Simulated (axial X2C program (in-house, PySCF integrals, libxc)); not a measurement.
# GaTi: from the state search to constants

What are the state, bond length, wavenumber and bond energy of GaTi, and what does spin–orbit coupling change?

Program: an in-house X2C program for linear molecules on PySCF integrals. Level of theory: all-electron X2C, Ga dyall-cv3z, Ti dyall-cv3z. These are calculated values, not measurements.

## Step 1: Set-up

File task.json:

```json
{"zs": [31, 22], "q": 0, "bas": ["dyall-cv3z", "dyall-cv3z"], "levels": ["PBE0", "HF", "M06"], "cc": true, "r0": 2.6, "thr": -1.0, "nmax": 90, "npts": 10, "nst": 2, "ntry": 6}
```

Keys: zs atomic numbers; q charge; bas basis sets; levels methods (HF also brings MP2); cc coupled cluster on or off; r0 starting distance in Å; thr threshold in hartree for freezing inner shells (an s shell follows its p shell); nmax most natural virtual spinors; npts points asked for on the curve; nst determinants followed; ntry starts of the search.

Run with:

```bash
$ python so2c.py task.json out
```

Spin-free means the one-electron spin-free X2C Hamiltonian; two-component (2c) means X2C with spin–orbit coupling and atomic mean-field two-electron Coulomb and Gaunt terms. Basis: Ga dyall-cv3z contracted to [9s9p7d4f1g], Ti dyall-cv3z contracted to [10s10p6d4f2g]; Gaussian nuclei, density fitting. Masses: Ga 68.926 u, Ti 47.948 u.

Notation: σ, π±, δ± give the projection m of an orbital's angular momentum (0, ±1, ±2), α and β its spin, Λ and M_S the sums; ω is the projection of a spinor's total angular momentum and Ω the sum. Logs are in hartree.

The results follow Hamiltonian by Hamiltonian and level by level.

## Step 2: Search for the lowest determinant

PBE0 moves the distance from 2.600 Å to 2.470 Å and compares determinants there.

Spin-free determinants:

```json
{"ΔE (eV)": "0.00", "state": "M_S = 5/2, Λ = 2", "open shells": "beyond closed shells: 2 × σα, π+α, π-α, δ+α"}
{"ΔE (eV)": "0.20", "state": "M_S = 3/2, Λ = 2", "open shells": "beyond closed shells: π+α, π-α, δ+α"}
{"ΔE (eV)": "0.31", "state": "M_S = 3/2, Λ = 0", "open shells": "beyond closed shells: σα, π+α, π-α"}
{"ΔE (eV)": "0.43", "state": "M_S = 3/2, Λ = 3", "open shells": "beyond closed shells: σα, π+α, δ+α"}
{"ΔE (eV)": "0.51", "state": "M_S = 3/2, Λ = 1", "open shells": "beyond closed shells: σα, π-α, δ+α"}
{"ΔE (eV)": "0.69", "state": "M_S = 5/2, Λ = 0", "open shells": "beyond closed shells: σα, π+α, π-α, δ+α, δ-α"}
{"ΔE (eV)": "1.03", "state": "M_S = 5/2, Λ = 4", "open shells": "beyond closed shells: 2 × σα, 2 × π+α, δ+α"}
```

Two-component determinants:

```
ΔE (eV)    state                                       open shells
   0.00  Ω = 1/2                     excess of +ω over −ω: ω = 1/2
   0.02  Ω = 9/2   excess of +ω over −ω: ω = 1/2, ω = 3/2, ω = 5/2
   0.22  Ω = 7/2  excess of +ω over −ω: ω = -1/2, ω = 3/2, ω = 5/2
   0.32  Ω = 3/2                     excess of +ω over −ω: ω = 3/2
   0.52  Ω = 5/2                     excess of +ω over −ω: ω = 5/2
   0.66  Ω = 1/2       excess of +ω over −ω: 2 × ω = -1/2, ω = 3/2
   0.69  Ω = 5/2       excess of +ω over −ω: ω = -1/2, 2 × ω = 3/2
```

## Step 3: PBE0, spin-free

State followed: M_S = 5/2, Λ = 2 (beyond closed shells: 2 × σα, π+α, π-α, δ+α). The scan is laid around 2.470 Å, a first estimate of the minimum, and this SCF restarts from the orbitals of the search.

The SCF at the reference distance of 2.470 Å:

```text
spin-free X2C-1e  PBE0
basis functions 224  fitting functions 1278  grid points 5802
iter        total energy     max residual
   1      -2797.209317797     7.57e-05
   2      -2797.209317867     5.99e-05
   3      -2797.209317946     4.19e-05
   4      -2797.209317978     1.63e-05
   5      -2797.209317995     1.36e-05
   6      -2797.209318002     2.13e-05
   7      -2797.209318005     5.81e-06
converged
one-electron -4172.24388556  Coulomb 1347.06849172  exact exchange -28.96434856  xc functional -89.18247352  nuclear repulsion 146.11289791
```

Along the bond, energies from the lowest point:

| R (Å) | E (eV) | μ (D) | HOMO (eV) | LUMO (eV) | iterations |
| --- | --- | --- | --- | --- | --- |
| 2.322 | 0.0891 | 2.69 | -4.58 | -1.88 | 29 |
| 2.396 | 0.0188 | 2.78 | -4.46 | -1.91 | 28 |
| 2.470 | 0.0000 | 2.85 | -4.34 | -1.94 | 7 |
| 2.556 | 0.0267 | 2.91 | -4.22 | -1.97 | 25 |
| 2.643 | 0.0912 | 2.96 | -4.09 | -1.99 | 25 |
| 2.754 | 0.2102 | 2.98 | -3.94 | -2.01 | 29 |

Dipoles are positive if Ti is the positive end.

Outer orbitals at the reference distance:

```json
{"symmetry": "σα", "occupied": "yes", "ε (eV)": "-21.55", "atomic character": "100% Ga d"}
{"symmetry": "π-α", "occupied": "yes", "ε (eV)": "-21.52", "atomic character": "100% Ga d"}
{"symmetry": "π+α", "occupied": "yes", "ε (eV)": "-21.52", "atomic character": "100% Ga d"}
{"symmetry": "δ-α", "occupied": "yes", "ε (eV)": "-21.50", "atomic character": "100% Ga d"}
{"symmetry": "δ+α", "occupied": "yes", "ε (eV)": "-21.50", "atomic character": "100% Ga d"}
{"symmetry": "σβ", "occupied": "yes", "ε (eV)": "-21.44", "atomic character": "100% Ga d"}
{"symmetry": "δ-β", "occupied": "yes", "ε (eV)": "-21.42", "atomic character": "100% Ga d"}
{"symmetry": "δ+β", "occupied": "yes", "ε (eV)": "-21.42", "atomic character": "100% Ga d"}
{"symmetry": "π+β", "occupied": "yes", "ε (eV)": "-21.42", "atomic character": "100% Ga d"}
{"symmetry": "π-β", "occupied": "yes", "ε (eV)": "-21.42", "atomic character": "100% Ga d"}
{"symmetry": "σα", "occupied": "yes", "ε (eV)": "-10.42", "atomic character": "61% Ga s, 13% Ti s, 12% Ti p"}
{"symmetry": "σβ", "occupied": "yes", "ε (eV)": "-8.76", "atomic character": "65% Ga s, 13% Ti p, 10% Ti s"}
{"symmetry": "σα", "occupied": "yes", "ε (eV)": "-5.04", "atomic character": "46% Ga p, 27% Ti s, 13% Ti d"}
{"symmetry": "δ+α", "occupied": "yes", "ε (eV)": "-4.86", "atomic character": "100% Ti d"}
{"symmetry": "σα", "occupied": "yes", "ε (eV)": "-4.81", "atomic character": "67% Ti d, 26% Ti s, 3% Ga p"}
{"symmetry": "π+α", "occupied": "yes", "ε (eV)": "-4.47", "atomic character": "56% Ti d, 32% Ga p, 8% Ti p"}
{"symmetry": "π-α", "occupied": "yes", "ε (eV)": "-4.34", "atomic character": "49% Ti d, 37% Ga p, 10% Ti p"}
{"symmetry": "σβ", "occupied": "no", "ε (eV)": "-1.94", "atomic character": "44% Ti s, 44% Ga p, 9% Ti p"}
{"symmetry": "σα", "occupied": "no", "ε (eV)": "-1.64", "atomic character": "46% Ti p, 28% Ga p, 14% Ti s"}
{"symmetry": "π+α", "occupied": "no", "ε (eV)": "-1.59", "atomic character": "45% Ti p, 36% Ti d, 18% Ga p"}
{"symmetry": "π-α", "occupied": "no", "ε (eV)": "-1.44", "atomic character": "44% Ti p, 40% Ti d, 15% Ga p"}
```

PBE0 fields in the half plane through the axis: z from -2.4 to 4.8 Å across, distance from the axis 0.15 to 2.25 Å upwards; Ga lies at z = 0 and Ti at z = 2.470 Å; the ELF is damped to zero where the density is low.

log10 density (e/bohr³). Ten even steps from ' ' (-4.16 ) to '@' (1.37 ):
```
      ......::::::::::::::::::::::::::........    
    ....::::::::::----------------::::::::......  
  ....::::----------------------------::::::......
....::::------==========----========----::::::....
..::::----============================----::::::..
..::::--====++++**++++======++++****++==----::::..
..::----==++**######**++++++**######**++==----::..
..::----==++**%%@@%%**++++++**##@@%%##++==----::::
```

ELF. Ten even steps from '0' (0.00 ) to '9' (0.87 ):
```
0001123344455555444321000
0013455556666655544332100
0135677777777654443222210
1367887666777643322112221
2578875433577422331112232
3789852222256325773112343
5899732575234258998422454
5899623838324387919743455
```

Re = 2.465 Å, ωe = 263.6 cm⁻¹, Be = 0.0981 cm⁻¹, De = 1.38 eV, μ = 2.85 D.

## Step 4: HF, spin-free

The SCF at the reference distance of 2.470 Å:

```text
spin-free X2C-1e  HF
basis functions 224  fitting functions 1278  grid points 5802
iter        total energy     max residual
   1      -2794.919890153     2.81e-01
   2      -2794.957254986     2.44e-02
   3      -2794.967297287     8.80e-02
   4      -2794.974956386     4.24e-02
   5      -2794.980864402     2.52e-02
   6      -2794.982362944     2.00e-02
   7      -2794.983765857     3.43e-03
   8      -2794.984539977     1.03e-02
   9      -2794.984871814     7.21e-03
  10      -2794.985065949     1.10e-03
  11      -2794.985112100     1.82e-03
  12      -2794.985132040     1.28e-03
  13      -2794.985141187     2.60e-04
  14      -2794.985144373     2.62e-04
  15      -2794.985146032     2.27e-04
  16      -2794.985146750     8.66e-05
  17      -2794.985147091     6.33e-05
  18      -2794.985147214     4.66e-05
  19      -2794.985147259     1.88e-05
  20      -2794.985147276     1.36e-05
  21      -2794.985147283     1.23e-05
  22      -2794.985147284     4.30e-06
  23      -2794.985147285     1.16e-06
converged
one-electron -4170.28596735  Coulomb 1345.20399313  exact exchange -116.01607098  xc functional 0.00000000  nuclear repulsion 146.11289791
```

No constants are quoted: too few points lie around the minimum for a second fit to confirm the first.

## Step 5: M06, spin-free

Output at 2.470 Å:

```text
spin-free X2C-1e  M06
basis functions 224  fitting functions 1278  grid points 5802
iter        total energy     max residual
   1      -2797.620049709     1.53e-01
   2      -2797.626256206     8.21e-03
   3      -2797.626985612     2.24e-02
   4      -2797.627287138     7.87e-03
   5      -2797.627467666     5.66e-03
   6      -2797.627507115     2.39e-03
   7      -2797.627530933     1.76e-03
   8      -2797.627537179     3.67e-04
   9      -2797.627539144     2.51e-04
  10      -2797.627540579     5.57e-04
  11      -2797.627541777     3.78e-04
  12      -2797.627542472     1.19e-04
  13      -2797.627542586     2.05e-05
  14      -2797.627542590     8.71e-06
converged
one-electron -4172.21482303  Coulomb 1347.05503133  exact exchange -31.28255524  xc functional -87.29809356  nuclear repulsion 146.11289791
```

Re = 2.481 Å, ωe = 251.0 cm⁻¹, Be = 0.09683 cm⁻¹, De = 1.02 eV, μ = 1.97 D.

## Step 6: Correlated methods, spin-free

Correlated methods: 7 electrons correlated (frozen shells, counted by type: Ga 3 s, 2 p, 1 d; Ti 3 s, 2 p), 343 virtual spinors in MP2, 90 natural virtuals in coupled cluster.

Output of the correlated part at 2.470 Å:

```text
correlated 7  virtual 343  natural virtual 90  E(MP2) -0.088051550  MP2 remainder -0.002738859
iter   CCSD correlation   residual
   1     -0.098180023   1.27e-01
   2     -0.104812245   6.86e-02
   3     -0.107119232   4.72e-02
   4     -0.110316386   3.75e-02
   5     -0.112094717   2.26e-02
   6     -0.112604278   1.19e-02
   7     -0.112925085   8.01e-03
   8     -0.112979365   5.12e-03
   9     -0.113109117   2.83e-03
  10     -0.113124578   1.25e-03
  11     -0.113151712   5.35e-04
  12     -0.113152070   2.73e-04
  13     -0.113158579   1.65e-04
  14     -0.113161790   8.98e-05
  15     -0.113163744   4.92e-05
  16     -0.113164090   2.47e-05
  17     -0.113163804   1.43e-05
  18     -0.113163465   9.09e-06
  19     -0.113163256   4.54e-06
  20     -0.113163227   2.57e-06
  21     -0.113163170   1.67e-06
  22     -0.113163169   1.08e-06
(T) -0.008083915  T1 0.1389  D1 0.2587  max T2 0.086
```

T1 in the output is the amplitude norm over the root of the electron number; divide by √2 for the Lee–Taylor value.

MP2: Re = 2.513 Å, ωe = 247.3 cm⁻¹, Be = 0.09442 cm⁻¹, De = 0.342 eV.

CCSD: Re = 2.509 Å, ωe = 257.9 cm⁻¹, ωexe = 0.91 cm⁻¹, Be = 0.0947 cm⁻¹, De = 0.378 eV. T1 at Re = 0.099 (Lee–Taylor, the printed value over √2).

CCSD(T): Re = 2.510 Å, ωe = 260.2 cm⁻¹, Be = 0.09465 cm⁻¹, De = 0.524 eV. T1 at Re = 0.099 (Lee–Taylor, the printed value over √2).

## Step 7: A higher determinant, spin-free

State: M_S = 3/2, Λ = 2 (beyond closed shells: π+α, π-α, δ+α).

Output at the reference distance:

```text
spin-free X2C-1e  PBE0
basis functions 224  fitting functions 1278  grid points 5802
iter        total energy     max residual
   1      -2797.202090547     5.71e-05
   2      -2797.202090605     5.31e-05
   3      -2797.202090622     3.41e-05
   4      -2797.202090628     3.41e-05
   5      -2797.202090641     2.38e-05
   6      -2797.202090649     9.11e-06
converged
one-electron -4171.45618953  Coulomb 1346.23536174  exact exchange -28.94946704  xc functional -89.14469374  nuclear repulsion 146.11289791
```

| R (Å) | E above the lowest PBE0 point (eV) |
| --- | --- |
| 2.322 | 0.488 |
| 2.396 | 0.315 |
| 2.470 | 0.197 |
| 2.556 | 0.114 |
| 2.643 | 0.077 |
| 2.754 | 0.079 |

No constants are quoted: too few points lie around the minimum for a second fit to confirm the first.

## Step 8: The spin-free curves together

Energy (eV) of the followed determinant, spin-free, from each level's lowest point:

| R (Å) | PBE0 | HF | MP2 | CCSD | CCSD(T) | M06 |
| --- | --- | --- | --- | --- | --- | --- |
| 2.322 | 0.089 | 0.300 | 0.142 | 0.148 | 0.151 | 0.104 |
| 2.396 | 0.019 | 0.152 | 0.044 | 0.046 | 0.047 | 0.027 |
| 2.470 | 0.000 | 0.060 | 0.000 | 0.000 | 0.000 | 0.000 |
| 2.556 | 0.027 | 0.008 | 0.000 | 0.002 | 0.001 | 0.016 |
| 2.643 | 0.091 | 0.000 | 0.040 | 0.047 | 0.047 | 0.067 |
| 2.754 | 0.210 | 0.037 | 0.134 | 0.149 | 0.151 | 0.160 |

[end of part 1 of 2]
